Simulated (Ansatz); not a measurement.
What does this script print? It uses the Ansatz DFT code, driven from Python.

The script reads `laas.yaml`:
```yaml
crystal:
  lattice:
    - [0.0, 3.0755, 3.0755]
    - [3.0755, 0.0, 3.0755]
    - [3.0755, 3.0755, 0.0]
  atoms:
    - { symbol: La, position: [0.5, 0.5, 0.5] }
    - { symbol: As, position: [0.0, 0.0, 0.0] }
kpoints:
  mp_grid: { kspacing: 0.3 }
hamiltonian:
  xc: pbesol
scf:
  occupations: { method: fermi_dirac, width: 0.05 }
basis:
  ecutwfc: "510 eV"
output:
  forces: true
```

Script `yaml_run_laas.py`:
```python
# -*- coding: utf-8 -*-
"""Run a YAML input for LaAs from Python."""

import ansatz
import numpy as np


def main():
    res = ansatz.Session.from_deck("laas.yaml").plan().execute()
    summary = res.report

    energy = summary["free_energy_ev"]
    print("LaAs: {:.6f} eV = {:.6f} Ry = {:.6f} Ha".format(energy, energy / 13.605693, energy / 27.211386))
    print("Fermi level {:.4f} eV, {} k-points, {} symmetry operations".format(summary["fermi_energy_ev"], summary["n_kpoints"], summary["n_symmetry_ops"]))

    # forces in eV per angstrom
    forces = np.array(summary["forces_ev_ang"])
    norms = np.linalg.norm(forces, axis=1)
    print("largest force {:.4f} eV/A on atom {}".format(norms.max(), norms.argmax()))
    print(np.array2string(forces, precision=4, suppress_small=True))

    print("energy terms (eV)")
    for term, value in summary["components"].items():
        if abs(value) > 1e-9:
            print(f"  {term:26s} {value:16.5f}")


if __name__ == "__main__":
    main()
```

`python yaml_run_laas.py` gives:
```text
LaAs: -10977.360168 eV = -806.821098 Ry = -403.410549 Ha
Fermi level 9.8199 eV, 16 k-points, 48 symmetry operations
largest force 0.0000 eV/A on atom 0
[[ 0. -0. -0.]
 [-0.  0. -0.]]
energy terms (eV)
  e_band                           -269.71156
  e_kinetic                         295.17967
  e_local                         -2238.43875
  e_nonlocal                       -570.99444
  e_hartree                        1153.02992
  e_xc                             -217.32519
  e_vxc                            -226.85132
  e_paw                           -7122.15780
  e_vpaw                            165.33208
  e_augmentation_tail                -0.00001
  e_ewald                         -2277.78715
  e_core_change                       1.13594
  e_smearing                         -0.00236
```

Absolute energies stand on the zero of these potentials, so only differences at equal settings mean something. A total without «per atom» is that of the cell as typed. The energy terms are those on the plane-wave grid, with the one-centre PAW part apart; e_band, e_vxc and e_vpaw aren't summands of the total. The mesh is modest for a metal, so energies can be off by several to tens of meV an atom and pressures by half a GPa or more; differences at equal mesh fare better. An absolute Fermi energy rests on an arbitrary zero of the periodic potential and has no direct meaning. The starting cell is as deposited in a crystallographic database; the results hold for this polymorph, which needn't be the stable one. Gaps and levels are Kohn-Sham values on a finite set of k-points, without spin-orbit coupling. Wall time of the script: 2 s on 1 thread of Arm Neoverse V1, on a shared host, peak memory 0.41 GiB.

(A comment or docstring line of the script was reworded after the run, the code is as it ran; lines on the test bed's own set-up are left out of the output.)
